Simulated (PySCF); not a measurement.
# S3Yb2 (Yb2(S)1(S)2): the cost of one run

Method: several levels, as the steps say, no spin–orbit coupling; program: PySCF 2.14.0.

## Step 1: Starting geometry

5 atoms, charge 0, spin multiplicity 1.

Bond lengths: Yb1–S3 2.537 Å, Yb1–S4 2.305 Å, Yb2–S3 2.537 Å, Yb2–S5 2.305 Å. Angles: S3–Yb1–S4 123.8°, S3–Yb2–S5 123.8°, Yb1–S3–Yb2 130.2°.

As a file:

| atom | x (Å) | y (Å) | z (Å) |
| --- | --- | --- | --- |
| Yb1 | 0.5359 | -0.2682 | 2.3011 |
| Yb2 | 0.5359 | -0.2682 | -2.3011 |
| S3 | 1.4919 | -0.7467 | 0.0000 |
| S4 | -1.5002 | 0.7508 | 2.6580 |
| S5 | -1.5002 | 0.7508 | -2.6580 |

Formal oxidation states: Yb +3. Each metal's 13 4f electrons lie in its core potential, so multiplicities, spins and levels count the valence alone. An earlier session relaxed this geometry at B3LYP, Yb lcecp-1-SVP with ECP59, S def2-SVP (singlet, point group C2v).

At B3LYP on the finer grid: E = -1273.260023 Eh, HOMO -5.49 eV, LUMO -3.09 eV, Mulliken charge on Yb1 +0.60 e, largest force component 0.019 eV/Å. 

Levels to run: r2SCAN; BP86; CAM-B3LYP; PBE; B3LYP, TZVP. Hardware: 2 threads of Arm Neoverse V2, shared host.

## Step 2: r2SCAN

Contents of run.py (the lines that set the calculation):

```python
mol = gto.M(atom='''
Yb     0.53590    -0.26820     2.30107
Yb     0.53590    -0.26820    -2.30107
S      1.49194    -0.74666     0.00000
S     -1.50019     0.75079     2.65803
S     -1.50019     0.75079    -2.65803''',
    basis={'Yb': 'lcecp-1-SVP', 'S': 'def2-SVP'},
    ecp={'Yb': 'lcecp-1-SVP'},
    charge=0, spin=0)
mf = dft.RKS(mol, xc='R2SCAN')
mf.grids.atom_grid = (75, 302)  # f atoms: unpruned, at least (60, 302)
mf = mf.density_fit()  # fitting sets: Yb AutoAux, S def2-universal-JKFIT
mf.conv_tol = 1e-08; mf.max_cycle = 55
mf.kernel(dm0)  # dm0: the density of the relaxed state
```

Started as:

```
OMP_NUM_THREADS=2 python run.py
```

**Question.** How long does this run take on 2 threads of Arm Neoverse V2, shared host?

About 9.1 s.
